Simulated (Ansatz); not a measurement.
# NiMoIrPdW (P3m1) in Ansatz: settings compared, part 2 of 2

Ansatz 0.2.0. Earlier steps stand in the parts before.

### 4 Relaxation of cell and atoms, BLYP, collinear spin, ferromagnetic start

File input.yaml:

```yaml
crystal:
  lattice:
    - [2.76616, 0.0, 0.0]
    - [-1.38308, 2.39557, 0.0]
    - [0.0, 0.0, 11.02292]
  atoms:
    - { symbol: Ni, position: [0.33333, 0.66667, 0.59712], spin: 1.0 }
    - { symbol: Mo, position: [0.0, 0.0, 0.41074], spin: 1.0 }
    - { symbol: Pd, position: [0.66667, 0.33333, 0.7952] }
    - { symbol: Ir, position: [0.66667, 0.33333, 0.1996], spin: 0.6 }
    - { symbol: W, position: [0.33333, 0.66667, 0.99734] }
hamiltonian:
  xc: blyp
  pseudopotentials: { kind: paw }
magnetization:
  spin_polarized: true
kpoints:
  mp_grid: { grid: [8, 8, 2] }
scf:
  occupations: { method: fermi_dirac, width: 0.05 }
output:
  forces: true
  stress: true
  eigenvalues: true
  write_density: true
  write_potential: true
  elf: true
  volumetric_format: npy
relax:
  f_tol: 0.01
  max_steps: 40
  cell: { stress_tol: 0.05 }
```

Potentials or basis: Ansatz PAW.

Run with:

```console
ansatz run input.yaml --threads 8 --pin off --max-ram 20480MiB --backend cpu --events-out ev --progress --plain --runs-dir out
```

Run time: 36 s. Hardware: 8 threads of Arm Neoverse V1, shared host; peak memory 0.63 GiB.

It converged, with:

| Item | Value |
| --- | --- |
| Free energy | -40174.6315 eV |
| Relaxed volume | 15.32 Å³/atom |
| Relaxed cell | a = 2.811 Å, b = 2.811 Å, c = 11.193 Å, α = 90.00°, β = 90.00°, γ = 120.00° |
| Space group after relaxing (to 0.05 Å) | P3m1 (No. 156) |
| Energy gained by relaxing | 24.3 meV/atom |
| Ionic steps | 6 |
| Pressure after relaxing | 0.0 GPa |
| Band gap on the k mesh | none (metal or under the smearing width) |
| Net moment | 0.00 μB per cell |
| Absolute moment | 0.00 μB per cell |

Forces on the atoms (eV/Å):
```
Ni   0.000  0.000  0.002
Mo   0.000  0.000 -0.002
Pd   0.000  0.000  0.001
Ir   0.000  0.000  0.001
W    0.000  0.000 -0.002
```

Step by step:
```csv
step,energy change (eV),largest force (eV/Å),volume (Å³)
1,0.0000,0.1937,73.04
2,-0.1171,0.1094,76.92
3,-0.1202,0.0391,76.59
4,-0.1204,0.0082,76.58
5,-0.1204,0.0020,76.59
6,-0.1215,0.0020,76.59
```

Final structure:
```
Ni Mo Pd Ir W
1.0
     2.81104    0.00000    0.00000
    -1.40552    2.43443    0.00000
     0.00000    0.00000   11.19264
Ni Mo Pd Ir W
1 1 1 1 1
Cartesian
  0.0000 1.6230 6.6624
  0.0000 0.0000 4.6027
  1.4055 0.8115 8.9056
  1.4055 0.8115 2.2341
  0.0000 1.6230 11.1732
```

Levels at points of the mesh, in eV from the Fermi level:
Spin up:
```csv
k point,band 36,band 37,band 38,band 39,band 40,band 41,band 42,band 43,band 44,band 45
"(0.00, 0.00, 0.00)",-1.57,-1.43,-1.43,-1.04,-1.04,-0.68,-0.31,-0.31,0.01,0.30
"(0.00, 0.00, -0.50)",-1.61,-1.37,-1.37,-1.32,-1.24,-1.24,-0.21,-0.21,0.28,0.28
"(0.00, -0.50, 0.00)",-0.53,-0.40,-0.34,-0.08,0.84,0.88,1.20,1.65,2.21,2.50
"(0.00, -0.50, -0.50)",-0.69,-0.53,-0.40,-0.15,0.62,0.88,1.36,2.13,2.38,2.47
```
Spin down:
```
             k point  band 38  band 39  band 40  band 41  band 42  band 43
  (0.00, 0.00, 0.00)    -1.43    -1.04    -1.04    -0.68    -0.31    -0.31
 (0.00, 0.00, -0.50)    -1.37    -1.32    -1.24    -1.24    -0.21    -0.21
 (0.00, -0.50, 0.00)    -0.34    -0.08     0.84     0.88     1.20     1.65
(0.00, -0.50, -0.50)    -0.40    -0.15     0.62     0.88     1.36     2.13
```

Caveat: the plane-wave basis is chosen anew once the cell has moved, so the energies of steps on either side of that aren't comparable; the PAW data sets come from PBE, with cores solved anew for the run's functional, which leaves a small shift of forces and pressure; the starting moments weren't kept.

### 5 Relaxation of cell and atoms, PBE, collinear spin, ferromagnetic start, target pressure 2 GPa, at which the enthalpy is minimised

Changes to input.yaml since step 4:

```diff
@@ -12,3 +12,3 @@
 hamiltonian:
-  xc: blyp
+  xc: pbe
   pseudopotentials: { kind: paw }
@@ -31,2 +31,2 @@
   max_steps: 40
-  cell: { stress_tol: 0.05 }
+  cell: { stress_tol: 0.05, p_target: 2.0 }
```

Run with:

```console
ansatz run input.yaml --threads 8 --pin off --max-ram 20480MiB --backend cpu --events-out ev --progress --plain --runs-dir out
```

It took 30 s on 8 threads of Arm Neoverse V1, shared host; peak memory 0.51 GiB.

Results (log left out):

| Item | Value |
| --- | --- |
| Free energy | -40088.6865 eV |
| Relaxed volume | 14.51 Å³/atom |
| Relaxed cell | a = 2.758 Å, b = 2.758 Å, c = 11.011 Å, α = 90.00°, β = 90.00°, γ = 120.00° |
| Space group after relaxing (to 0.05 Å) | P3m1 (No. 156) |
| Energy change on relaxing (the enthalpy is what falls) | +0.6 meV/atom |
| Ionic steps | 4 |
| Pressure after relaxing | 2.0 GPa |
| Largest force after relaxing | 0.004 eV/Å |
| Band gap on the k mesh | none (metal or under the smearing width) |
| Net moment | 0.00 μB per cell |
| Absolute moment | 0.00 μB per cell |

Forces in eV/Å, atoms in the order of the input:
```
Ni   0.000  0.000 -0.002
Mo   0.000  0.000  0.004
Pd   0.000  0.000 -0.001
Ir   0.000  0.000  0.000
W    0.000  0.000 -0.001
```

The path:
| step | energy change (eV) | largest force (eV/Å) | volume (Å³) |
| --- | --- | --- | --- |
| 1 | 0.0000 | 0.0602 | 73.04 |
| 2 | 0.0027 | 0.0098 | 72.55 |
| 3 | 0.0029 | 0.0037 | 72.53 |
| 4 | 0.0031 | 0.0037 | 72.53 |

Final structure:
```xyz
5
Lattice="2.7579 0.0000 0.0000 -1.3790 2.3884 0.0000 0.0000 0.0000 11.0111" Properties=species:S:1:pos:R:3 pbc="T T T"
Ni    0.0000    1.5923    6.5735
Mo    0.0000    0.0000    4.5224
Pd    1.3790    0.7961    8.7510
Ir    1.3790    0.7961    2.2047
W     0.0000    1.5923   10.9818
```

Levels at points of the mesh, in eV from the Fermi level:
Spin up:
```csv
k point,band 37,band 38,band 39,band 40,band 41,band 42,band 43,band 44
"(0.00, 0.00, 0.00)",-1.50,-1.50,-1.05,-1.05,-0.94,-0.33,-0.33,-0.21
"(0.00, 0.00, -0.50)",-1.50,-1.43,-1.43,-1.27,-1.27,-0.22,-0.22,0.33
"(0.00, -0.50, 0.00)",-0.40,-0.39,-0.20,0.66,1.02,1.31,1.64,2.31
"(0.00, -0.50, -0.50)",-0.52,-0.39,-0.29,0.64,1.02,1.49,2.19,2.41
```
Spin down:
```
             k point  band 37  band 38  band 39  band 40  band 41  band 42  band 43  band 44
  (0.00, 0.00, 0.00)    -1.50    -1.50    -1.05    -1.05    -0.94    -0.33    -0.33    -0.21
 (0.00, 0.00, -0.50)    -1.50    -1.43    -1.43    -1.27    -1.27    -0.22    -0.22     0.33
 (0.00, -0.50, 0.00)    -0.40    -0.39    -0.20     0.66     1.02     1.31     1.64     2.31
(0.00, -0.50, -0.50)    -0.52    -0.39    -0.29     0.64     1.02     1.49     2.19     2.41
```

Caveat: the plane-wave basis is chosen anew once the cell has moved, so the energies of steps on either side of that aren't comparable; the starting moments weren't kept.

### 6 Relaxation of cell and atoms, PBE, collinear spin, ferromagnetic start, target pressure 5 GPa, at which the enthalpy is minimised

Changes to input.yaml since step 5:

```diff
@@ -31,2 +31,2 @@
   max_steps: 40
-  cell: { stress_tol: 0.05, p_target: 2.0 }
+  cell: { stress_tol: 0.05, p_target: 5.0 }
```

Potentials or basis: Ansatz PAW.

Run with:

```console
ansatz run input.yaml --threads 8 --pin off --max-ram 20480MiB --backend cpu --events-out ev --progress --plain --runs-dir out
```

Standard output:

```text
Warning: the atoms were moved onto the symmetric positions of the space group found under crystal.symmetry.tolerance 1.0e-5 (fractional; no operation is sought that the atoms, as they stand in a round, miss by more than twice it, and no atom is moved by as much as it), and the run uses the moved positions. Before a round's move an operation carried an atom to 2.77e-5 Å from where it should land, the largest such distance. Atom 0 (counting from 0) moved farthest, by 1.60e-5 Å; the longest move in fractions of the cell, of whichever atom, is 0.47 of the tolerance, in 1 round. To run the atoms as typed, lower crystal.symmetry.tolerance until the operations that they miss are no longer found, or set crystal.symmetry.detect: false (a key that needs symmetry detection or time reversal refuses this as the deck is read). The positions used, in the order of the run's atom list: position: [0.3333333333333333, 0.6666666666666666, 0.59712]; position: [0.0, 0.0, 0.41074]; position: [0.6666666666666666, 0.3333333333333333, 0.7952]; position: [0.6666666666666666, 0.3333333333333333, 0.1996]; position: [0.3333333333333333, 0.6666666666666666, 0.99734]; The lattice was moved too: crystal.lattice keeps the space group found at crystal.symmetry.tolerance 1.0e-5 only nearly: the operation that it misses by the most changes a squared length by the fraction 3.74e-6. The run uses the lattice that is a stretch of the typed one, with no rotation, onto the one that keeps every operation to a double's rounding (on a very oblique basis the stretch itself rounds by more); the deck's lattice vector that moved farthest moved by 2.98e-6 Å. To run the lattice as typed, set crystal.symmetry.tolerance under 3.73e-6, the least fraction by which an operation that the lattice misses changes a squared length (the same key also sets how far an atom may lie from its image, so lowering it can lose operations that the atoms keep only within it), or set crystal.symmetry.detect: false, as for the atoms. crystal.lattice made exact, in Å and degrees: [[2.766162984364202, 0.0, 0.0], [-1.383081492182101, 2.3955674154675757, 0.0], [0.0, 0.0, 11.02292]]. Pasted over the deck's crystal.lattice, beside positions in fractional coordinates, it runs the same cell (given as lengths and angles, that cell in the form's own orientation, a rigid turn of the misfit's size from the one run here, for which a checkpoint.post_process_only pass over this run's state can be refused: where this run relaxes nothing, give such a pass this deck's own crystal.lattice, as typed; behind a relaxation, as crystal.lattice, the state's own cell, identity.cell in its checkpoint.json), and a matrix so pasted ends this notice, except on a very skew basis of the lattice, where the rounding of the pasted numbers themselves can read as a misfit: the cell is then moved again, and that move is told again. The lattice as run is in this notice's lattice.as_run_ang field (Run.prep()["deck_notices"] in Python, the deck_notice line of an events file, deck_notices of ansatz run --dry-run=json, or deck_notices in record.json in the deck's checkpoint.write directory).
Warning: RAYON_NUM_THREADS=8 ignored (pool sized by the plan → 8); use --threads N
Engine: ansatz 0.2.0, aarch64-unknown-linux-gnu
Pseudopotentials: kind: paw
Pseudopotential: Ni, paw, valence charge 18, recommended cutoff 420 eV (normal), Ni.paw.azcp
Pseudopotential: Mo, paw, valence charge 14, recommended cutoff 420 eV (normal), Mo.paw.azcp
Pseudopotential: Pd, paw, valence charge 18, recommended cutoff 420 eV (normal), Pd.paw.azcp
[... 227 lines left out ...]
  F+E_penalty+E_count = -40088.66828123 eV   max|allowed force component| = 7.864e-3 eV/Å   (the final SCF, on the basis selected at the relaxed cell)
  cell:  # Å, volume = 71.6927 Å³
    - [2.7475346629149415, -6.893863794362588e-19, -3.647355650452759e-18]
    - [-1.3737673314574708, 2.3794348158626533, 1.823677825226379e-18]
    - [-1.453439648124337e-17, -2.708579557247807e-33, 10.966238042992714]
  atoms:
    - { symbol: Ni, position: [0.33333333333333337, 0.6666666666666667, 0.5973664548243393] }
    - { symbol: Mo, position: [1.470574173135664e-19, -2.582707506537187e-34, 0.4110723975504157] }
    - { symbol: Pd, position: [0.6666666666666667, 0.33333333333333337, 0.7941260751028307] }
    - { symbol: Ir, position: [0.6666666666666667, 0.33333333333333337, 0.2004230155438823] }
    - { symbol: W, position: [0.33333333333333337, 0.6666666666666667, 0.9970120569785321] }
```

rho_z.tsv:

```text
# z_ang	rho[e/angstrom^3]	rho_spin[e/angstrom^3]
# format = ansatz-planar-average/11
# lattice	2.747534663	-0.000000000	-0.000000000
# lattice	-1.373767331	2.379434816	0.000000000
# lattice	-0.000000000	-0.000000000	10.966238043
# sites	5
# site	28	-0.000000000	1.586289877	6.550862743
# site	42	-0.000000000	-0.000000000	4.507917764
# site	46	1.373767331	0.793144939	8.708575576
# site	77	1.373767331	0.793144939	2.197886498
# site	74	-0.000000000	1.586289877	10.933471549
0.000000	1.634150e0	-7.738079e-11
0.146217	1.564552e0	1.158720e-10
0.292433	1.375452e0	3.130104e-10
0.438650	1.078851e0	3.372158e-10
0.584866	7.639672e-1	2.021973e-10
0.731083	5.274494e-1	1.010486e-10
[... 67 lines left out ...]
10.673805	1.477513e0	5.481019e-10
10.820022	1.609431e0	7.058535e-11
```

Run time: 32 s. Hardware: 8 threads of Arm Neoverse V1, shared host; peak memory 0.48 GiB.

What came out:

```
Free energy                                            : -40088.6683 eV
Relaxed volume                                         : 14.34 Å³/atom
Relaxed cell                                           : a = 2.748 Å, b = 2.748 Å, c = 10.966 Å, α = 90.00°, β = 90.00°, γ = 120.00°
Space group after relaxing (to 0.05 Å)                 : P3m1 (No. 156)
Energy change on relaxing (the enthalpy is what falls) : +4.3 meV/atom
Ionic steps                                            : 5
Pressure after relaxing                                : 5.0 GPa
Largest force after relaxing                           : 0.008 eV/Å
Band gap on the k mesh                                 : none (metal or under the smearing width)
Net moment                                             : 0.00 μB per cell
Absolute moment                                        : 0.00 μB per cell
```

Forces in eV/Å, atoms in the order of the input:
```
Ni   0.000  0.000 -0.004
Mo   0.000  0.000  0.002
Pd   0.000  0.000  0.007
Ir   0.000  0.000  0.002
W    0.000  0.000 -0.008
```

The path:
```csv
step,energy change (eV),largest force (eV/Å),volume (Å³)
1,0.0000,0.0602,73.04
2,0.0178,0.0365,71.80
3,0.0207,0.0266,71.70
4,0.0208,0.0079,71.69
5,0.0214,0.0079,71.69
```

Final structure:
```xyz
5
Lattice="2.7475 0.0000 0.0000 -1.3738 2.3794 0.0000 0.0000 0.0000 10.9662" Properties=species:S:1:pos:R:3 pbc="T T T"
Ni    0.0000    1.5863    6.5509
Mo    0.0000    0.0000    4.5079
Pd    1.3738    0.7931    8.7086
Ir    1.3738    0.7931    2.1979
W     0.0000    1.5863   10.9335
```

Levels at points of the mesh, in eV from the Fermi level:
Spin up:
```
             k point  band 37  band 38  band 39  band 40  band 41  band 42  band 43  band 44
  (0.00, 0.00, 0.00)    -1.52    -1.52    -1.06    -1.06    -0.96    -0.34    -0.34    -0.21
 (0.00, 0.00, -0.50)    -1.53    -1.45    -1.45    -1.29    -1.29    -0.22    -0.22     0.33
 (0.00, -0.50, 0.00)    -0.40    -0.40    -0.21     0.66     1.04     1.32     1.66     2.34
(0.00, -0.50, -0.50)    -0.53    -0.40    -0.31     0.65     1.04     1.51     2.23     2.43
```
Spin down:
```
             k point  band 37  band 38  band 39  band 40  band 41  band 42  band 43  band 44
  (0.00, 0.00, 0.00)    -1.52    -1.52    -1.06    -1.06    -0.96    -0.34    -0.34    -0.21
 (0.00, 0.00, -0.50)    -1.53    -1.45    -1.45    -1.29    -1.29    -0.22    -0.22     0.33
 (0.00, -0.50, 0.00)    -0.40    -0.40    -0.21     0.66     1.04     1.32     1.66     2.34
(0.00, -0.50, -0.50)    -0.53    -0.40    -0.31     0.65     1.04     1.51     2.23     2.43
```

Caveat: the plane-wave basis is chosen anew once the cell has moved, so the energies of steps on either side of that aren't comparable; the starting moments weren't kept. The run has no spin-orbit coupling, so splittings on Ir, W are missing.

### 7 Summary

| task | level | potentials or basis | cell | k mesh | cutoff (eV) | target pressure (GPa) | gap on the mesh (eV) | pressure (GPa) | moment (μB) | relaxed volume (Å³/atom) | largest force (eV/Å) |
| --- | --- | --- | --- | --- | --- | --- | --- | --- | --- | --- | --- |
| relaxation of cell and atoms | RPBE | Ansatz PAW | relaxed | 8 × 8 × 2 | 420 | - | none | 0.0 | 0.00 | 14.88 | - |
| single point | PBE | PseudoDojo standard (PBE files) | as given | 11 × 11 × 3 | 1333 | - | none | 0.1 | 0.00 | - | 0.17 |
| relaxation of cell and atoms | BLYP | Ansatz PAW | relaxed | 8 × 8 × 2 | 420 | - | none | 0.0 | 0.00 | 15.32 | - |
| relaxation of cell and atoms | PBE | Ansatz PAW | relaxed to 2 GPa | 8 × 8 × 2 | 420 | 2 | none | 2.0 | 0.00 | - | - |
| relaxation of cell and atoms | PBE | Ansatz PAW | relaxed to 5 GPa | 8 × 8 × 2 | 420 | 5 | none | 5.0 | 0.00 | - | 0.01 |

Alike in all rows: spin collinear, ferromagnetic start; smearing fermi-dirac 0.05 eV.

Caveats: the starting moments weren't kept; the plane-wave basis is chosen anew once the cell has moved, so the energies of steps on either side of that aren't comparable (some runs); the PAW data sets come from PBE, with cores solved anew for the run's functional, which leaves a small shift of forces and pressure (some runs).

Total energies depend on the potentials used, so only differences within one code and one set of settings carry meaning.
